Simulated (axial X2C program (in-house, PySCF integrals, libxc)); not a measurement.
**All-electron X2C curves of SrCl⁻**

Aim: find the lowest determinant of SrCl⁻, scan the bond at several levels and fit the constants, once spin-free and once with spin–orbit coupling.

The runs use an in-house X2C program for linear molecules on PySCF integrals; all-electron X2C, Sr dyall-acv3z, Cl dyall-av3z.

All values are calculated.

### 1 Input

task.json

```json
{"zs": [38, 17], "q": -1, "bas": ["dyall-acv3z", "dyall-av3z"], "levels": ["PBE0", "HF", "BHandHLYP"], "cc": true, "r0": 2.84, "thr": -1.0, "nmax": 90, "npts": 10, "nst": 2, "ntry": 6}
```

Keys: zs atomic numbers; q charge; bas basis sets; levels methods (HF also brings MP2); cc coupled cluster on or off; r0 starting distance in Å; thr threshold in hartree for freezing inner shells (an s shell follows its p shell); nmax most natural virtual spinors; npts points asked for on the curve; nst determinants followed; ntry starts of the search.

The run is started by

```console
$ python so2c.py task.json out
```

Spin-free means the one-electron spin-free X2C Hamiltonian; two-component (2c) means X2C with spin–orbit coupling and atomic mean-field two-electron Coulomb and Gaunt terms. Basis: Sr dyall-acv3z contracted to [14s13p9d6f1g], Cl dyall-av3z contracted to [9s8p3d2f]; Gaussian nuclei, density fitting. Masses: Sr 87.906 u, Cl 34.969 u.

Notation: σ, π±, δ± give the projection m of an orbital's angular momentum (0, ±1, ±2), α and β its spin, Λ and M_S the sums; ω is the projection of a spinor's total angular momentum and Ω the sum. Logs are in hartree.

The results follow Hamiltonian by Hamiltonian and level by level.

### 2 Which state to follow

PBE0 moves the distance from 2.840 Å to 2.686 Å and compares determinants there.

Spin-free determinants:

| ΔE (eV) | state | open shells |
| --- | --- | --- |
| 0.00 | M_S = 0, Λ = 0 | closed shell |
| 0.83 | M_S = 1, Λ = 1 | beyond closed shells: σα, π+α |
| 1.02 | M_S = 1, Λ = 0 | beyond closed shells: 2 × σα |
| 1.14 | M_S = 0, Λ = 1 | beyond closed shells: σα, π+β |
| 1.77 | M_S = 1, Λ = 2 | beyond closed shells: σα, δ+α |
| 2.03 | M_S = 0, Λ = 2 | beyond closed shells: σα, δ+β |

Two-component determinants:

| ΔE (eV) | state | open shells |
| --- | --- | --- |
| 0.00 | Ω = 0 | closed shell |
| 0.84 | Ω = 2 | excess of +ω over −ω: ω = 1/2, ω = 3/2 |
| 1.02 | Ω = 1 | excess of +ω over −ω: 2 × ω = 1/2 |
| 1.15 | Ω = 1 | excess of +ω over −ω: ω = -1/2, ω = 3/2 |
| 1.77 | Ω = 3 | excess of +ω over −ω: ω = 1/2, ω = 5/2 |
| 2.03 | Ω = 2 | excess of +ω over −ω: ω = -1/2, ω = 5/2 |
| 6.08 | Ω = 1 | excess of +ω over −ω: ω = -1/2, ω = 3/2 |

### 3 PBE0, spin-free

State followed: M_S = 0, Λ = 0 (closed shell). The scan is laid around 2.686 Å, a first estimate of the minimum, and this SCF restarts from the orbitals of the search.

The SCF at the reference distance of 2.686 Å:

```text
spin-free X2C-1e  PBE0
basis functions 211  fitting functions 1068  grid points 5082
iter        total energy     max residual
   1      -3640.610332246     3.40e-05
   2      -3640.610332273     2.11e-05
   3      -3640.610332291     1.19e-05
   4      -3640.610332294     6.41e-06
converged
one-electron -5299.42541735  Coulomb 1665.59832915  exact exchange -32.95751513  xc functional -101.09619741  nuclear repulsion 127.27046845
```

Along the bond, energies from the lowest point:

| R (Å) | E (eV) | μ (D) | HOMO (eV) | LUMO (eV) | iterations |
| --- | --- | --- | --- | --- | --- |
| 2.337 | 0.5005 | 3.43 | 0.20 | 1.54 | 36 |
| 2.444 | 0.1984 | 2.99 | 0.15 | 1.55 | 30 |
| 2.525 | 0.0746 | 2.62 | 0.11 | 1.56 | 29 |
| 2.605 | 0.0140 | 2.23 | 0.08 | 1.57 | 27 |
| 2.686 | 0.0000 | 1.81 | 0.03 | 1.57 | 4 |
| 2.780 | 0.0255 | 1.29 | -0.02 | 1.58 | 24 |
| 2.874 | 0.0817 | 0.76 | -0.07 | 1.59 | 21 |
| 2.995 | 0.1815 | 0.04 | -0.14 | 1.59 | 21 |
| 3.143 | 0.3247 | -0.86 | -0.23 | 1.60 | 21 |
| 3.357 | 0.5419 | -2.21 | -0.36 | 1.60 | 21 |

Dipoles are positive if Cl is the positive end and refer to the centre of mass.

Outer orbitals at the reference distance:

```
symmetry  occupied  ε (eV)             atomic character
      σα       yes  -20.43            94% Sr p, 3% Cl s
     π+α       yes  -20.40                    100% Sr p
     π-α       yes  -20.40                    100% Sr p
      σα       yes  -16.75   82% Cl s, 7% Sr p, 5% Sr d
      σα       yes   -4.45   87% Cl p, 6% Sr d, 3% Sr s
     π+α       yes   -4.02   90% Cl p, 5% Sr d, 3% Sr f
     π-α       yes   -4.02   90% Cl p, 5% Sr d, 3% Sr f
      σα       yes    0.03  78% Sr s, 12% Sr p, 4% Cl p
     π-α        no    1.57                    100% Sr p
     π+α        no    1.57                    100% Sr p
      σα        no    1.61           88% Sr p, 10% Sr s
      σα        no    1.88           88% Sr s, 11% Sr p
```

PBE0 fields in the half plane through the axis: z from -2.4 to 4.8 Å across, distance from the axis 0.15 to 2.25 Å upwards; Sr lies at z = 0 and Cl at z = 2.686 Å; the ELF is damped to zero where the density is low.

log10 density (e/bohr³). Ten even steps from '0' (-4.25 ) to '9' (1.53 ):
```
2222222222222222222111000
2222233332222222222221100
2222333333322333333322110
2223333444333334444433211
2233344555443444555443321
2233345666544455565544321
2233456676654456666654322
2233456898654556797654332
```

ELF. Ten even steps from ' ' (0.00 ) to '@' (0.96 ):
```
%%@@@@@@@@@@@@%%##**--..                          
@@@@@@@@@@##++==--::..        ..::::::::..        
@@@@@@%%++::......          ::--==++++==--::..    
@@@@%%==..    ......      ..==**######**++--::    
@@%%++..  ..--++****--    --**%%%%%%%%%%##++--..  
@@##::    ==##%%%%%%##::  ==%%%%%%%%@@%%%%**==::..
@@++..  ::##%%--::--%%++..==%%%%::  --%%%%##++--..
%%==    ==%%****--**++##..++%%**==%%::##@@%%**--..
```

Re = 2.675 Å, ωe = 242.0 cm⁻¹, ωexe = 1.21 cm⁻¹, Be = 0.09418 cm⁻¹, De = 1.90 eV, μ = 1.87 D.

### 4 HF, spin-free

The SCF at the reference distance of 2.686 Å:

```text
spin-free X2C-1e  HF
basis functions 211  fitting functions 1068  grid points 5082
iter        total energy     max residual
   1      -3638.386680290     3.41e-01
   2      -3638.408429102     9.79e-03
   3      -3638.408911186     4.93e-03
   4      -3638.408971972     1.89e-03
   5      -3638.408981973     2.99e-04
   6      -3638.408983495     2.18e-04
   7      -3638.408983701     5.09e-05
   8      -3638.408983733     2.32e-05
   9      -3638.408983739     1.15e-05
  10      -3638.408983740     2.60e-06
converged
one-electron -5298.07804215  Coulomb 1664.30494471  exact exchange -131.90635475  xc functional 0.00000000  nuclear repulsion 127.27046845
```

Re = 2.750 Å, ωe = 231.1 cm⁻¹, ωexe = 1.15 cm⁻¹, Be = 0.08908 cm⁻¹, De = 1.76 eV, μ = 2.64 D.

### 5 BHandHLYP, spin-free

The SCF at the reference distance of 2.686 Å:

```text
spin-free X2C-1e  BHandHLYP
basis functions 211  fitting functions 1068  grid points 5082
iter        total energy     max residual
   1      -3641.063291017     1.11e-01
   2      -3641.065136502     2.39e-03
   3      -3641.065185223     6.42e-03
   4      -3641.065211900     3.12e-04
   5      -3641.065212433     1.39e-04
   6      -3641.065212624     1.03e-04
   7      -3641.065212657     1.14e-05
   8      -3641.065212662     8.21e-06
converged
one-electron -5299.58258197  Coulomb 1665.78565007  exact exchange -65.93441168  xc functional -68.60433753  nuclear repulsion 127.27046845
```

Re = 2.709 Å, ωe = 235.0 cm⁻¹, ωexe = 1.2 cm⁻¹, Be = 0.0918 cm⁻¹, De = 1.73 eV, μ = 1.48 D.

### 6 MP2 and beyond, spin-free

Correlated methods: 10 electrons correlated (frozen shells, counted by type: Sr 4 s, 3 p, 1 d; Cl 2 s, 1 p), 292 virtual spinors in MP2, 88 natural virtuals in coupled cluster.

Output of the correlated part at 2.686 Å:

```text
correlated 10  virtual 292  natural virtual 88  E(MP2) -0.231737846  MP2 remainder -0.009098274
iter   CCSD correlation   residual
   1     -0.238869436   1.55e-01
   2     -0.247096524   7.62e-02
   3     -0.247178480   2.77e-02
   4     -0.247070921   1.07e-02
   5     -0.247109294   3.35e-03
   6     -0.247116376   1.28e-03
   7     -0.247119672   4.63e-04
   8     -0.247124518   1.90e-04
   9     -0.247123347   7.82e-05
  10     -0.247122690   2.99e-05
  11     -0.247122384   1.08e-05
  12     -0.247122312   4.25e-06
  13     -0.247122289   2.13e-06
  14     -0.247122277   1.06e-06
(T) -0.009337259  T1 0.0251  D1 0.0542  max T2 0.183
```

T1 in the output is the amplitude norm over the root of the electron number; divide by √2 for the Lee–Taylor value.

MP2: Re = 2.748 Å, ωe = 230.5 cm⁻¹, Be = 0.08922 cm⁻¹, De = 1.83 eV.

CCSD: Re = 2.751 Å, ωe = 230.8 cm⁻¹, ωexe = 1.09 cm⁻¹, Be = 0.08906 cm⁻¹, De = 1.91 eV. T1 at Re = 0.017 (Lee–Taylor, the printed value over √2).

CCSD(T): Re = 2.751 Å, ωe = 230.5 cm⁻¹, ωexe = 1.08 cm⁻¹, Be = 0.08907 cm⁻¹, De = 1.90 eV. T1 at Re = 0.017 (Lee–Taylor, the printed value over √2).

### 7 A higher determinant, spin-free

State: M_S = 1, Λ = 1 (beyond closed shells: σα, π+α).

Output at the reference distance:

```text
spin-free X2C-1e  PBE0
basis functions 211  fitting functions 1068  grid points 5082
iter        total energy     max residual
   1      -3640.579768946     1.73e-05
   2      -3640.579768949     1.47e-05
converged
one-electron -5297.59768412  Coulomb 1663.78913111  exact exchange -32.95949845  xc functional -101.08218594  nuclear repulsion 127.27046845
```

| R (Å) | E above the lowest PBE0 point (eV) |
| --- | --- |
| 2.337 | 1.224 |
| 2.444 | 0.956 |
| 2.525 | 0.857 |
| 2.605 | 0.821 |
| 2.686 | 0.832 |
| 2.780 | 0.885 |
| 2.874 | 0.968 |
| 2.995 | 1.103 |
| 3.143 | 1.286 |

Re = 2.624 Å, ωe = 266.7 cm⁻¹, ωexe = 1.13 cm⁻¹, Be = 0.09785 cm⁻¹, μ = 1.93 D. Te = 0.82 eV.

### 8 The spin-free curves together

Energy (eV) of the followed determinant, spin-free, from each level's lowest point:

```csv
R (Å),PBE0,HF,MP2,CCSD,CCSD(T),BHandHLYP
2.337,0.501,0.751,0.733,n/a,n/a,0.600
2.444,0.198,0.350,0.341,0.349,0.347,0.258
2.525,0.075,0.168,0.163,0.168,0.167,0.111
2.605,0.014,0.061,0.058,0.061,0.061,0.030
2.686,0.000,0.009,0.008,0.009,0.009,0.000
2.780,0.026,0.000,0.000,0.000,0.000,0.010
2.874,0.082,0.030,0.031,0.030,0.030,0.054
2.995,0.182,0.105,0.106,0.105,0.105,0.141
3.143,0.325,0.229,0.231,n/a,n/a,0.273
3.357,0.542,0.429,0.434,n/a,n/a,0.477
```

### 9 PBE0, 2c

State followed: Ω = 0 (closed shell). The scan is laid around 2.686 Å, a first estimate of the minimum, and this SCF restarts from the orbitals of the search.

Output at 2.686 Å:

```text
two-component X2C + atomic mean field  PBE0
basis functions 211  fitting functions 1068  grid points 5082
iter        total energy     max residual
   1      -3639.357780544     2.12e-05
   2      -3639.357780549     8.65e-06
converged
one-electron -5296.10709492  Coulomb 1664.87981250  exact exchange -32.94259688  xc functional -101.05121804  nuclear repulsion 127.27046845  atomic mean-field constant -1.40715166
```

Along the bond, energies from the lowest point:

| R (Å) | E (eV) | μ (D) | HOMO (eV) | LUMO (eV) | iterations |
| --- | --- | --- | --- | --- | --- |
| 2.337 | 0.5004 | 3.43 | 0.20 | 1.54 | 32 |
| 2.444 | 0.1983 | 2.99 | 0.15 | 1.55 | 29 |
| 2.525 | 0.0745 | 2.62 | 0.12 | 1.56 | 29 |
| 2.605 | 0.0140 | 2.23 | 0.08 | 1.57 | 27 |
| 2.686 | 0.0000 | 1.81 | 0.03 | 1.57 | 2 |
| 2.780 | 0.0255 | 1.29 | -0.02 | 1.58 | 24 |
| 2.874 | 0.0817 | 0.75 | -0.07 | 1.59 | 21 |
| 2.995 | 0.1815 | 0.04 | -0.14 | 1.59 | 21 |
| 3.143 | 0.3246 | -0.86 | -0.23 | 1.60 | 21 |
| 3.357 | 0.5418 | -2.21 | -0.36 | 1.60 | 21 |

Dipoles are positive if Cl is the positive end and refer to the centre of mass.

Outer spinors at the reference distance:

```csv
ω,occupied,ε (eV),atomic character,λ mixture
1/2,yes,-21.15,98% Sr p,"66% π, 34% σ"
1/2,yes,-20.04,"95% Sr p, 3% Cl s","66% σ, 34% π"
3/2,yes,-20.00,100% Sr p,100% π
1/2,yes,-16.75,"82% Cl s, 8% Sr p, 5% Sr d",100% σ
1/2,yes,-4.45,"87% Cl p, 6% Sr d, 3% Sr s","99% σ, 1% π"
1/2,yes,-4.05,"90% Cl p, 5% Sr d, 3% Sr f","99% π, 1% σ"
3/2,yes,-3.99,"90% Cl p, 5% Sr d, 3% Sr f",100% π
1/2,yes,0.03,"78% Sr s, 12% Sr p, 4% Cl p",100% σ
1/2,no,1.57,100% Sr p,100% π
3/2,no,1.57,100% Sr p,100% π
1/2,no,1.61,"88% Sr p, 11% Sr s",100% σ
1/2,no,1.88,"88% Sr s, 12% Sr p",100% σ
```

PBE0 fields in the half plane through the axis: z from -2.4 to 4.8 Å across, distance from the axis 0.15 to 2.25 Å upwards; Sr lies at z = 0 and Cl at z = 2.686 Å; the ELF is damped to zero where the density is low.

log10 density (e/bohr³). Ten even steps from ' ' (-4.25 ) to '@' (1.53 ):
```
::::::::::::::::::::::::::::::::::::::......      
::::::::::--------::::::::::::::::::::::::....    
::::::::--------------::::--------------::::....  
::::::--------======----------==========----::....
::::------====++++++====--======++++++====----::..
::::------==++******++======++++++**++++====--::..
::::----==++****##****++====++**********++==--::::
::::----==++**%%@@%%**++==++++**##@@##**++==----::
```

ELF. Ten even steps from ' ' (0.00 ) to '@' (0.96 ):
```
%%@@@@@@@@@@@@%%##**--..                          
@@@@@@@@@@##++==--::..        ..::::::::..        
@@@@@@%%++::......          ::--==++++==--::..    
@@@@%%==..    ......      ..==**######**++--::    
@@%%==..  ..--++****--    --**%%%%%%%%%%##++--..  
@@##::    ==##%%%%%%##::  ==%%%%%%%%@@@@%%**==::..
@@++..  ::##%%--::--%%++..==%%%%::  --%%%%##++--..
%%==    ==%%****--**++##..++%%**==%%::##@@%%**--..
```

Re = 2.675 Å, ωe = 242.0 cm⁻¹, ωexe = 1.2 cm⁻¹, Be = 0.09418 cm⁻¹, De = 1.90 eV, μ = 1.87 D.

### 10 HF, 2c

The SCF at the reference distance of 2.686 Å:

```text
two-component X2C + atomic mean field  HF
basis functions 211  fitting functions 1068  grid points 5082
iter        total energy     max residual
   1      -3637.134353153     3.41e-01
   2      -3637.156099829     9.77e-03
   3      -3637.156583333     4.94e-03
   4      -3637.156644260     1.88e-03
   5      -3637.156654276     3.00e-04
   6      -3637.156655804     2.19e-04
   7      -3637.156656010     5.06e-05
   8      -3637.156656044     2.34e-05
   9      -3637.156656050     1.16e-05
  10      -3637.156656050     2.64e-06
converged
one-electron -5294.75743455  Coulomb 1663.58405092  exact exchange -131.84658921  xc functional 0.00000000  nuclear repulsion 127.27046845  atomic mean-field constant -1.40715166
```

Re = 2.751 Å, ωe = 231.0 cm⁻¹, ωexe = 1.15 cm⁻¹, Be = 0.08906 cm⁻¹, De = 1.76 eV, μ = 2.64 D.

### 11 BHandHLYP, 2c

Output at 2.686 Å:

```text
two-component X2C + atomic mean field  BHandHLYP
basis functions 211  fitting functions 1068  grid points 5082
iter        total energy     max residual
   1      -3639.810558767     1.11e-01
   2      -3639.812404186     2.41e-03
   3      -3639.812452987     6.42e-03
   4      -3639.812479696     3.13e-04
   5      -3639.812480228     1.39e-04
   6      -3639.812480418     1.03e-04
   7      -3639.812480451     1.13e-05
   8      -3639.812480456     8.24e-06
converged
one-electron -5296.26251460  Coulomb 1665.06533078  exact exchange -65.90454737  xc functional -68.57406605  nuclear repulsion 127.27046845  atomic mean-field constant -1.40715166
```

Re = 2.709 Å, ωe = 235.0 cm⁻¹, ωexe = 1.2 cm⁻¹, Be = 0.09179 cm⁻¹, De = 1.73 eV, μ = 1.48 D.

### 12 Correlated methods, 2c

Correlated methods: 10 electrons correlated (frozen shells, counted by type: Sr 4 s, 3 p, 1 d; Cl 2 s, 1 p), 292 virtual spinors in MP2, 90 natural virtuals in coupled cluster.

Output of the correlated part at 2.686 Å:

```text
correlated 10  virtual 292  natural virtual 90  E(MP2) -0.231758258  MP2 remainder -0.008906691
iter   CCSD correlation   residual
   1     -0.238994977   1.55e-01
   2     -0.247239706   7.65e-02
   3     -0.247321746   2.78e-02
   4     -0.247199383   1.08e-02
   5     -0.247238130   3.45e-03
   6     -0.247247452   1.30e-03
   7     -0.247251827   4.77e-04
   8     -0.247256717   1.97e-04
   9     -0.247255327   8.16e-05
  10     -0.247254580   3.30e-05
  11     -0.247254272   1.35e-05
  12     -0.247254204   7.03e-06
  13     -0.247254185   4.56e-06
(T) -0.009364285  T1 0.0252  D1 0.0545  max T2 0.185
```

MP2: Re = 2.748 Å, ωe = 230.4 cm⁻¹, Be = 0.08921 cm⁻¹, De = 1.83 eV.

CCSD: Re = 2.751 Å, ωe = 230.6 cm⁻¹, ωexe = 1.09 cm⁻¹, Be = 0.08904 cm⁻¹, De = 1.90 eV. T1 at Re = 0.017 (Lee–Taylor, the printed value over √2).

CCSD(T): Re = 2.751 Å, ωe = 230.4 cm⁻¹, ωexe = 1.08 cm⁻¹, Be = 0.08905 cm⁻¹, De = 1.90 eV. T1 at Re = 0.017 (Lee–Taylor, the printed value over √2).

### 13 A higher determinant, 2c

State: Ω = 2 (excess of +ω over −ω: ω = 1/2, ω = 3/2).

Output at the reference distance:

```text
two-component X2C + atomic mean field  PBE0
basis functions 211  fitting functions 1068  grid points 5082
iter        total energy     max residual
   1      -3639.326859717     3.97e-05
   2      -3639.326859729     1.69e-05
   3      -3639.326859740     1.68e-05
   4      -3639.326859742     5.77e-06
converged
one-electron -5294.23272020  Coulomb 1663.02340228  exact exchange -32.94434002  xc functional -101.03651859  nuclear repulsion 127.27046845  atomic mean-field constant -1.40715166
```

```csv
R (Å),E above the lowest PBE0 point (eV)
2.337,1.231
2.444,0.964
2.525,0.866
2.605,0.831
2.686,0.841
2.780,0.895
2.874,0.979
2.995,1.114
3.143,1.298
```

Re = 2.623 Å, ωe = 267.1 cm⁻¹, ωexe = 1.13 cm⁻¹, Be = 0.09793 cm⁻¹, μ = 1.94 D. Te = 0.83 eV.

### 14 The 2c curves together

Energy (eV) of the followed determinant, 2c, from each level's lowest point:

```
R (Å)   PBE0     HF    MP2   CCSD  CCSD(T)  BHandHLYP
2.337  0.500  0.751  0.733    n/a      n/a      0.601
2.444  0.198  0.351  0.341  0.349    0.348      0.258
2.525  0.075  0.169  0.163  0.168    0.168      0.111
2.605  0.014  0.061  0.058  0.061    0.061      0.030
2.686  0.000  0.009  0.008  0.009    0.009      0.000
2.780  0.026  0.000  0.000  0.000    0.000      0.010
2.874  0.082  0.030  0.030  0.030    0.030      0.054
2.995  0.182  0.105  0.106  0.105    0.105      0.141
3.143  0.325  0.228  0.230    n/a      n/a      0.273
3.357  0.542  0.429  0.434    n/a      n/a      0.477
```

Time for the job: 3.1 min (1 thread of Arm Neoverse V1, shared host); peak memory 0.67 GiB.

### 15 What came out

Lowest determinant that the search found at its distance, spin-free: M_S = 0, Λ = 0 (closed shell).

Lowest determinant that the search found at its distance, 2c: Ω = 0 (closed shell).

```
Hamiltonian      level  Re (Å)  ωe (cm⁻¹)  De (eV)  μ (D)
  spin-free       PBE0   2.675      242.0     1.90   1.87
  spin-free         HF   2.750      231.1     1.76   2.64
  spin-free        MP2   2.748      230.5     1.83    n/a
  spin-free       CCSD   2.751      230.8     1.91    n/a
  spin-free    CCSD(T)   2.751      230.5     1.90    n/a
  spin-free  BHandHLYP   2.709      235.0     1.73   1.48
         2c       PBE0   2.675      242.0     1.90   1.87
         2c         HF   2.751      231.0     1.76   2.64
         2c        MP2   2.748      230.4     1.83    n/a
         2c       CCSD   2.751      230.6     1.90    n/a
         2c    CCSD(T)   2.751      230.4     1.90    n/a
         2c  BHandHLYP   2.709      235.0     1.73   1.48
```

Dipoles are positive if Cl is the positive end and refer to the centre of mass.

Time per point (s) on 1 thread of Arm Neoverse V1, shared host (2c runs; CCSD comes with the CCSD(T) run); the times are rough: PBE0 1.1, HF 0.82, MP2 1.1, CCSD(T) 4.2, BHandHLYP 1.1.

**Reading.** At CCSD(T), going from spin-free to two-component changes Re by 0 mÅ, ωe by -0.1 %; the spin-free picture holds up (part of it comes from the scalar share of the two-electron terms). De moves by 0.00 eV; both De rest on single-determinant atoms, which can miss part of an open shell's spin–orbit lowering.

De refers to Sr + Cl-, each in the lowest determinant found, which need not be this curve's own limit. Each curve is one determinant whose occupation by symmetry is held fixed; it was picked as the lowest of a PBE0 search that is not exhaustive. The closed shell is kept restricted; where the fragments are open shells, the energy then runs too high at long range. De is counted from the lowest determinant-based energies of the atoms at the same level, without counterpoise correction. Coupled cluster ran in a truncated set of natural virtual spinors; the MP2 energy of the rest was added. With the outer-core shells frozen, correlated bond lengths of heavy atoms tend to come out a few hundredths of an ångström too long.
